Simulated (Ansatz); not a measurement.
# ZnPt3: a line through an energy map

One line of a two-coordinate grid on ZnPt₃ (Pm-3m, No. 221; 4 atoms in the cell): volume per atom is varied, at c/a of the conventional cell = 1.000.

Computed with Ansatz 0.2.0 (DFT PBEsol, scalar-relativistic, plane waves, PAW, unless a step's input says otherwise).

**1. The system as given**

The structure is cubic, space group Pm-3m (No. 221). Conventional cell: a = 3.875 Å, b = 3.875 Å, c = 3.875 Å, α = 90.00°, β = 90.00°, γ = 90.00°. Zn (site symmetry m-3m) is surrounded by 12 Pt at 2.74 Å. Pt (site symmetry 4/mmm) has 4 Zn at 2.74 Å and 8 Pt at 2.74 Å as nearest neighbours.

Coordinates:

```cif
data_structure
_symmetry_space_group_name_H-M 'Pm-3m'
_symmetry_Int_Tables_number 221
_cell_length_a 3.8746
_cell_length_b 3.8746
_cell_length_c 3.8746
_cell_angle_alpha 90.000
_cell_angle_beta 90.000
_cell_angle_gamma 90.000
_cell_volume 58.17
loop_
_atom_site_label
_atom_site_type_symbol
_atom_site_symmetry_multiplicity
_atom_site_Wyckoff_symbol
_atom_site_fract_x
_atom_site_fract_y
_atom_site_fract_z
_atom_site_occupancy
Zn1 Zn 1 a 0.00000 0.00000 0.00000 1
Pt1 Pt 3 c 0.00000 0.50000 0.50000 1
```

This cell was relaxed beforehand with the same method: volume 14.54 Å³/atom, gap on the mesh none (metal).

**2. Plan of the line**

The energy is mapped over volume and the cell's shape.

- volume per atom: 7 values from 13.379 to 15.705 Å³
- c/a of the conventional cell: 7 values from 0.923 to 1.083

Nothing else is relaxed (symmetry fixes all fractional coordinates). Energies count from the relaxed crystal. Points are written as (first, second).

**3. Grid point (13.767 Å³, 1.000)**

File input.yaml:

```yaml
crystal:
  lattice:
    - [3.8045190927, 0.0, 0.0]
    - [0.0, 3.8045190927, 0.0]
    - [0.0, 0.0, 3.8045190927]
  atoms:
    - { symbol: Zn, position: [0.0, 0.0, 0.0] }
    - { symbol: Pt, position: [0.0, 0.5, 0.5] }
    - { symbol: Pt, position: [0.5, 0.0, 0.5] }
    - { symbol: Pt, position: [0.5, 0.5, 0.0] }
basis:
  ecutwfc: 520.0
kpoints:
  mp_grid: { grid: [12, 12, 12] }
hamiltonian:
  xc: pbesol
scf:
  occupations: { method: gaussian, width: 0.15 }
output:
  forces: true
  stress: true
  eigenvalues: true
```

On the command line:

```sh
ansatz run input.yaml --threads 2 --pin off --max-ram 4096MiB --backend cpu --events-out ev --progress --plain --runs-dir out
```

The session goes on with these runs: the other points of the line.

What does the calculation give? Wanted: for each run, volume per atom; energy; slope; pressure.

The runs gave:

```
volume per atom (Å³)  step  energy (meV/atom)  slope (meV/atom per Å³)  pressure (GPa)
              13.379     –                 85                     −160            25.6
              13.767     3                 36                      −97            15.6
              14.154     4                  9                      −45             7.2
              14.542     –                  0                        0             0.1
              14.930     5                  7                       37            −6.0
              15.318     6                 28                       69           −11.1
              15.705     7                 60                       96           −15.3
```

Energies count from the relaxed crystal. Rows without a step come from runs not printed here or follow by symmetry. Slopes come from the forces (and the stress, where the cell changes), not from differences of energies.

**Reading.** Along the line the energy is lowest at 14.542 Å³, 0 meV/atom from the zero. A fit to energies and slopes at the lowest point and its two neighbours puts the minimum at 14.5459 Å³, with a curvature of about 110 meV/atom per (Å³)². V·d²E/dV² there is about 250 GPa, a bulk modulus under this line's constraint. The well is lopsided: two grid steps out, the energy rises by 36 meV/atom towards smaller values and 28 meV/atom towards larger ones. The highest point computed, at 13.379 Å³, lies 85 meV/atom above the lowest. This is one cut through a surface in two coordinates; it holds the map's lowest point. The runs treat Pt without spin-orbit coupling.
